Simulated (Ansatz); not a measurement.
# In2O3: the cost of one run

Computed with Ansatz 0.2.0 (DFT LDA, scalar-relativistic, plane waves, PAW, unless a step's input says otherwise).

1 further run of the same task is left out (set aside as unsound or not needed).

## Step 1: The starting structure

Symmetry: R-3c, No. 167, trigonal system. The conventional cell has a = 5.462 Å, b = 5.462 Å, c = 14.372 Å, α = 90.00°, β = 90.00°, γ = 120.00°. In (site symmetry 3) has 6 O at 2.11 to 2.24 Å in its first shell of neighbours. O (site symmetry 2) has 4 In at 2.11 to 2.24 Å in its first shell of neighbours.

Coordinates:

```cif
data_structure
_symmetry_space_group_name_H-M 'P 1'
_symmetry_Int_Tables_number 1
_cell_length_a 5.7354
_cell_length_b 5.7354
_cell_length_c 5.7354
_cell_angle_alpha 56.868
_cell_angle_beta 56.868
_cell_angle_gamma 56.868
_cell_volume 123.77
loop_
_atom_site_label
_atom_site_type_symbol
_atom_site_fract_x
_atom_site_fract_y
_atom_site_fract_z
_atom_site_occupancy
In1 In 0.35768 0.35768 0.35768 1
In2 In 0.14232 0.14232 0.14232 1
In3 In 0.64232 0.64232 0.64232 1
In4 In 0.85768 0.85768 0.85768 1
O1 O 0.54553 0.95447 0.25000 1
O2 O 0.25000 0.54553 0.95447 1
O3 O 0.95447 0.25000 0.54553 1
O4 O 0.45447 0.04553 0.75000 1
O5 O 0.75000 0.45447 0.04553 1
O6 O 0.04553 0.75000 0.45447 1
```

It is the result of an earlier relaxation at this level (volume 12.38 Å³/atom; gap on the mesh: 1.29 eV).

## Step 2: Bands, states and charges

Input file input.yaml:

```yaml
crystal:
  lattice:
    - [2.7308926216, 1.5766815902, 4.7907162707]
    - [-2.7308926216, 1.5766815902, 4.7907162707]
    - [0.0, -3.1533631804, 4.7907162707]
  atoms:
    - { symbol: In, position: [0.3576778372, 0.3576778372, 0.3576778372] }
    - { symbol: In, position: [0.1423221628, 0.1423221628, 0.1423221628] }
    - { symbol: In, position: [0.6423221628, 0.6423221628, 0.6423221628] }
    - { symbol: In, position: [0.8576778372, 0.8576778372, 0.8576778372] }
    - { symbol: O, position: [0.5455327448, 0.9544672552, 0.25] }
    - { symbol: O, position: [0.25, 0.5455327448, 0.9544672552] }
    - { symbol: O, position: [0.9544672552, 0.25, 0.5455327448] }
    - { symbol: O, position: [0.4544672552, 0.0455327448, 0.75] }
    - { symbol: O, position: [0.75, 0.4544672552, 0.0455327448] }
    - { symbol: O, position: [0.0455327448, 0.75, 0.4544672552] }
basis:
  ecutwfc: 420
kpoints:
  mp_grid: { grid: [6, 6, 6] }
  band_path:
    path:
      - [[0.0, 0.0, 0.0], [0.5, 0.5, 0.5], [0.76112358, 0.23887642, 0.5]]
      - [[0.5, -0.23887642, 0.23887642], [0.5, 0.0, 0.0], [0.0, 0.0, 0.0], [0.36943821, -0.36943821, 0.0]]
      - [[0.63056179, 0.0, 0.36943821], [0.5, 0.0, 0.5], [0.0, 0.0, 0.0]]
    npoints: 14
hamiltonian:
  xc: lda
scf:
  occupations: { method: gaussian, width: 0.02 }
  n_extra_bands: 25
output:
  forces: true
  stress: true
  eigenvalues: true
  populations: true
  dos: { projected: true, de: 0.02, nscf_kmesh: { grid: [9, 9, 9] } }
  bader: true
  write_density: true
  write_potential: true
  elf: true
  volumetric_format: npy
```

The run is started by

```console
$ ansatz run input.yaml --threads 2 --pin off --max-ram 5120MiB --backend cpu --events-out ev --progress --plain --runs-dir out
```

**Question.** How long does this run take on 2 threads of Arm Neoverse V2, shared host, and how much memory does it need?

About 74 s, with a peak of 0.71 GiB.
